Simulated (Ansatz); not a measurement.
# NaH2: the cost of one run

Computed with Ansatz 0.2.0 (DFT PBE, scalar-relativistic, plane waves, PAW, unless a step's input says otherwise).

1 further run of the same task is left out (it didn't finish).

## Step 1: The structure to begin with

The structure is trigonal, space group P3m1 (No. 156). The conventional cell has a = 2.704 Å, b = 2.704 Å, c = 5.423 Å, α = 90.00°, β = 90.00°, γ = 120.00°. Around Na (site symmetry 3m) lie 1 H at 1.63 Å. H (site symmetry 3m) has 3 H at 1.59 Å as nearest neighbours. Around H (site symmetry 3m) lie 3 H at 1.59 Å and 1 Na at 1.63 Å.

Structure file:

```cif
data_structure
_symmetry_space_group_name_H-M 'P3m1'
_symmetry_Int_Tables_number 156
_cell_length_a 2.7041
_cell_length_b 2.7041
_cell_length_c 5.4235
_cell_angle_alpha 90.000
_cell_angle_beta 90.000
_cell_angle_gamma 120.000
_cell_volume 34.34
loop_
_atom_site_label
_atom_site_type_symbol
_atom_site_symmetry_multiplicity
_atom_site_Wyckoff_symbol
_atom_site_fract_x
_atom_site_fract_y
_atom_site_fract_z
_atom_site_occupancy
Na1 Na 1 a 0.00000 0.00000 0.53604 1
H1 H 1 b 0.33333 0.66667 0.89400 1
H2 H 1 a 0.00000 0.00000 0.83675 1
```

The cell is invented: random cell by space group and Wyckoff sites (P3m1, No. 156). The dimensions are guesses.

## Step 2: A first look at the guess

input.yaml

```yaml
crystal:
  lattice:
    - [2.70412543, 0.0, 0.0]
    - [-1.35206272, 2.34184132, 0.0]
    - [0.0, 0.0, 5.42349132]
  atoms:
    - { symbol: Na, position: [0.0, 0.0, 0.53604236] }
    - { symbol: H, position: [0.33333333, 0.66666667, 0.89399537] }
    - { symbol: H, position: [0.0, 0.0, 0.83675425] }
basis:
  ecutwfc: 420
kpoints:
  mp_grid: { grid: [9, 9, 4] }
hamiltonian:
  xc: pbe
scf:
  occupations: { method: gaussian, width: 0.1 }
  lower_state_search: "off"
output:
  forces: true
  stress: true
  eigenvalues: true
```

On the command line:

```bash
$ ansatz run input.yaml --threads 1 --pin off --max-ram 2048MiB --backend cpu --events-out ev --progress --plain --runs-dir out
```

Q: Estimate wall time and peak memory on 1 thread of Arm Neoverse V2, shared host.

About 1.1 s, with a peak of 0.27 GiB.
